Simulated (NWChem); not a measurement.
# SiClF2 (SMILES F[Si](F)Cl) at UM06-2X/MINI

Aim: the vertical ionisation energy of SiClF2 at UM06-2X/MINI, from 2 runs. 

The calculation is run with NWChem 7.3.0.

### 1 The system as given

SiClF2: 4 atoms, total charge 0, spin state doublet. SMILES: `F[Si](F)Cl`. Geometry: relaxed at PBE0-D4/def2-TZVP.

Bond lengths: F1–Si2 1.585 Å, Si2–F3 1.585 Å, Si2–Cl4 2.036 Å. Angles: F1–Si2–F3 107.0°, F1–Si2–Cl4 108.9°, F3–Si2–Cl4 108.9°.

### 2 The energy at UM06-2X/MINI

work.nw

```
start work
title "ClF2Si energy"
memory 2200 mb

geometry noautosym nocenter noautoz
  F     1.308200    0.129000    0.798000
  Si    0.221200   -0.316500   -0.265700
  F    -0.871800   -1.157400    0.514900
  Cl   -0.657600    1.344900   -1.047300
end

basis spherical bse
  * library MINI
end

dft
  xc m06-2x
  mult 2
  grid fine
  convergence energy 1e-08
  iterations 100
  mulliken
  print low
end

task dft energy
```

Run with:

```
$ nwchem work.nw > work.out
```

Output:

```text
[...]
 d= 0,ls=0.0,diis     1   -944.1003266771 -1.16D+03  2.42D-02  7.40D-02     0.5
[...]
 d= 0,ls=0.0,diis     8   -944.1955331013 -9.14D-09  2.43D-06  2.97D-10     3.1
[...]
         Total DFT energy =     -944.195533101316
      One electron energy =    -1741.530273520937
           Coulomb energy =      649.834608338513
    Exchange-Corr. energy =      -70.099183588236
 Nuclear repulsion energy =      217.599315669344
[...]
      Total Density - Mulliken Population Analysis
     ---------------------------------------------
    Atom       Charge   Shell Charges
 -----------   ------   -------------------------------------------------------
    1 F    9     9.42   2.00  1.96  5.47
    2 Si  14    12.82   2.00  2.00  1.20  5.96  1.67
    3 F    9     9.42   2.00  1.96  5.47
    4 Cl  17    17.33   2.00  2.00  1.97  5.99  5.37
[...]
      <S2> =      0.7527 (Exact =     0.7500)
[...]
```

Wall time 3.9 s (1 thread of Intel Xeon Platinum 8488C (Sapphire Rapids), shared host); peak memory 0.11 GiB.

### 3 The singlet cation

struct.xyz

```xyz
4

F      1.308200     0.129000     0.798000
Si     0.221200    -0.316500    -0.265700
F     -0.871800    -1.157400     0.514900
Cl    -0.657600     1.344900    -1.047300
```

struct.nw

```
start struct
memory 2200 mb
charge 1

geometry units angstrom noautosym nocenter noautoz
  load struct.xyz
end

basis spherical bse
  * library MINI
end

dft
  xc m06-2x
  grid fine
  convergence energy 1e-08
  iterations 100
  mulliken
  noprint "final vectors analysis"
end

task dft energy
```

Run with:

```
$ nwchem struct.nw > struct.out
```

Output:

```text
[...]
          Wavefunction type:  closed shell.
          No. of atoms     :     4
          No. of electrons :    48
[...]
          Charge           :     1
          Spin multiplicity:     1
[...]
          AO basis - number of functions:    28
[...]
              XC Information
              --------------
                       M06-2X Method XC Functional
                     Hartree-Fock (Exact) Exchange  0.540
                        M06-2X Exchange Functional  1.000
                      M06-2X Correlation Potential  1.000
[...]
 d= 0,ls=0.0,diis     1   -943.6117507030 -1.16D+03  7.68D-02  6.43D-01     0.4
[...]
 d= 0,ls=0.0,diis    10   -943.8020640497 -3.97D-09  7.95D-07  5.51D-11     2.6
         Total DFT energy =     -943.802064049707
      One electron energy =    -1725.692802983432
           Coulomb energy =      633.800439240468
    Exchange-Corr. energy =      -69.509015976086
 Nuclear repulsion energy =      217.599315669344
[...]
      Total Density - Mulliken Population Analysis
     ---------------------------------------------
    Atom       Charge   Shell Charges
 -----------   ------   -------------------------------------------------------
    1 F    9     9.31   2.00  1.97  5.34
    2 Si  14    12.33   2.00  2.00  0.99  5.96  1.38
    3 F    9     9.31   2.00  1.97  5.34
    4 Cl  17    17.05   2.00  2.00  2.00  5.98  5.07
[...]
```

Wall time 3.3 s (1 thread of Intel Xeon Platinum 8488C (Sapphire Rapids), shared host); peak memory 0.11 GiB.

### 4 Outcome

At UM06-2X/MINI:

```
                                          quantity          value
                      doublet SiClF2: total energy  -944.19553 Eh
                              doublet SiClF2: ⟨S²⟩          0.753
                      singlet cation: total energy  -943.80206 Eh
vertical ionisation energy (to the singlet cation)      10.707 eV
```

What this shows: Removing an electron at fixed nuclei costs 10.71 eV (247 kcal/mol). Only the singlet of the ionised species was computed; a triplet could lie lower. In a minimal basis such a difference can be off by several eV, whatever the method. Mulliken charges (doublet SiClF2) run from -0.42 on F1 to +1.18 on Si2; they depend strongly on the basis. Mulliken charges (singlet cation) run from -0.31 on F1 to +1.67 on Si2.
